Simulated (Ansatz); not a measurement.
# C2H3InNO radical: small, medium and large basis sets

The task here is to estimate one member of a computed series from the others.

Program: Ansatz 0.2.0, Gaussian basis. Level of theory: one geometry, several basis sets. These are calculated values, not measurements.

Plan: PBE0-D4/def2-SVP; ωB97M-V/def2-SVP; PBE0-D4/def2-QZVPP; ωB97M-V/def2-QZVPP; the functionals' def2-TZVPP values are taken from earlier runs.

## The relaxed structure

All runs share one geometry, relaxed beforehand with PBE0-D4 in a triple-zeta def2 set. In takes the def2 core potential; no spin-orbit term is included.

SMILES `[CH3][In][N]=C=O`, 8 atoms, charge 0, spin multiplicity 2.

Atoms are counted from 1 here; the program's logs count them from 0.

Bond lengths: C1–In2 2.204 Å, C1–H6 1.087 Å, C1–H7 1.090 Å, C1–H8 1.090 Å, In2–N3 2.084 Å, N3–C4 1.202 Å, C4–O5 1.172 Å. Angles: In2–C1–H6 110.8°, In2–C1–H7 106.2°, In2–C1–H8 106.3°, H6–C1–H7 111.5°, H6–C1–H8 111.4°, H7–C1–H8 110.5°, C1–In2–N3 109.6°, In2–N3–C4 138.9°, N3–C4–O5 177.5°.

The first run:

in.yaml

```yaml
crystal:
  periodic: [false, false, false]
  atoms:
    - {symbol: C, position_ang: [0.036216, 1.892857, -0.022797]}
    - {symbol: In, position_ang: [-0.021094, -0.013589, -1.127763]}
    - {symbol: N, position_ang: [-0.023416, -1.602970, 0.220624]}
    - {symbol: C, position_ang: [-0.051376, -2.804974, 0.203753]}
    - {symbol: O, position_ang: [-0.077801, -3.976520, 0.237674]}
    - {symbol: H, position_ang: [0.001949, 2.736264, -0.707212]}
    - {symbol: H, position_ang: [-0.826976, 1.884297, 0.643326]}
    - {symbol: H, position_ang: [0.962487, 1.884644, 0.552386]}
basis:
  gaussian: {orbitals: def2-SVP}
magnetization: {spin_polarized: true, initial_magnetization: 1}
hamiltonian: {xc: pbe0, dispersion: d4}
output: {orbitals: {seedname: orbitals}}
```

Among the steps run: PBE0-D4 in def2-SVP; ωB97M-V in def2-SVP; PBE0-D4 in def2-QZVPP; ωB97M-V in def2-QZVPP.

One table of the session follows, with a row left open; its other results are not shown here.

It belongs to the step «Density functionals: the series». 

| functional | basis | HOMO (eV) | LUMO (eV) |
| --- | --- | --- | --- |
| PBE0-D4 | def2-SVP | -5.98 | -3.25 |
| PBE0-D4 | def2-TZVPP | -6.05 | -3.31 |
| PBE0-D4 | def2-QZVPP | -6.07 | -3.34 |
| ωB97M-V | def2-SVP | -7.95 | -1.63 |
| ωB97M-V | def2-TZVPP | ? | ? |
| ωB97M-V | def2-QZVPP | -8.06 | -1.80 |

Q: Estimate the row for ωB97M-V, def2-TZVPP from the others.

**Answer.** HOMO (eV): -8.04; LUMO (eV): -1.73. In the column «HOMO (eV)» it lies between ωB97M-V, def2-QZVPP (-8.06) and ωB97M-V, def2-SVP (-7.95).
